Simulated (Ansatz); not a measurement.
BaTiO3, space group P4mm: an equation of state with a fit, run with Ansatz 0.2.0, Python API.

`eos_batio3.py`
```python
# -*- coding: utf-8 -*-
import warnings

import ansatz as az
import numpy as np

VECTORS = np.array([
    [3.9998, 0.0, 0.0],
    [0.0, 3.9998, 0.0],
    [0.0, 0.0, 4.018],
])
SITES = [
    ("Ba", (0.0, 0.0, 0.0)),
    ("Ti", (0.5, 0.5, 0.49)),
    ("O", (0.5, 0.5, 0.019)),
    ("O", (0.5, 0.0, 0.517)),
    ("O", (0.0, 0.5, 0.517)),
]


def build(cell):
    crystal = az.Crystal(lattice=az.Lattice.of(cell))
    for symbol, position in SITES:
        crystal = crystal.atom(symbol, position)
    return crystal

warnings.simplefilter("ignore", az.DeckWarning)

volumes, energies = [], []
for scale in np.linspace(0.95, 1.07, 5):
    cell = VECTORS * scale ** (1 / 3)
    calc = (
        build(cell).calculation()
        .functional("revpbe")
        .occupations("fixed")
        .hubbard("Ti", "d", u=3.9, j=0.9)
        .scf(tolerance=1e-06, max_iterations=200)
        .basis(500)
        .kpoints(5, 5, 5)
    )
    data = calc.run(threads=1, pin="off").report
    volumes.append(abs(np.linalg.det(cell)) / len(SITES))
    energies.append(data["free_energy_ev"] / len(SITES))
    print(f"V = {volumes[-1]:8.4f} A^3/atom  F = {energies[-1]:.5f} eV/atom")

x = np.array(volumes) ** (-2 / 3)
poly = np.polynomial.Polynomial.fit(x, energies, 3).convert()
roots = poly.deriv().roots()
x0 = min((r.real for r in roots if abs(r.imag) < 1e-9 and poly.deriv(2)(r.real) > 0), key=lambda r: abs(r - x.mean()))
v0 = x0 ** -1.5
b0 = 4 / 9 * poly.deriv(2)(x0) * v0 ** (-7 / 3) * 160.21766
b1 = 4 + 2 / 3 * x0 * poly.deriv(3)(x0) / poly.deriv(2)(x0)
print(f"V0 = {v0:.4f} A^3/atom, B0 = {b0:.1f} GPa, dB/dP = {b1:.2f}")
```

Estimate the equilibrium volume and the bulk modulus.

A third-order Birch-Murnaghan fit through the 5 points has its minimum at 13.38 Å³ an atom, 4.0 % above the typed cell, with a bulk modulus of 150 GPa and dB/dP = 4.5. From that minimum the energy rises by 55.8 meV an atom on the compressed side and 4.8 meV on the expanded side. The window is off centre, so dB/dP is rough.

The run itself:

```console
$ python eos_batio3.py
V =  12.2135 A^3/atom  F = -2034.05014 eV/atom
V =  12.5992 A^3/atom  F = -2034.08238 eV/atom
V =  12.9849 A^3/atom  F = -2034.10027 eV/atom
V =  13.3706 A^3/atom  F = -2034.10590 eV/atom
V =  13.7563 A^3/atom  F = -2034.10109 eV/atom
V0 = 13.3756 A^3/atom, B0 = 149.9 GPa, dB/dP = 4.48
```

Notes:
- The settings weren't tested for convergence.
- The run is spin-unpolarised.
- Shape and fractional positions are held along the curve, so the bulk modulus is an upper value where they are free to relax.
- U, its shell and the double counting are chosen to explore, and aren't derived for this compound.
- Of the deposited cell: the entry's cell lengths or inner coordinates differ somewhat from later room-temperature determinations.
- The structure is a deposited one; some such entries were measured under pressure or heat, so a shift against it needn't be the functional's error alone.
- The whole script took 24 s on 1 thread of Arm Neoverse V1, on a shared host, peak memory 0.42 GiB.
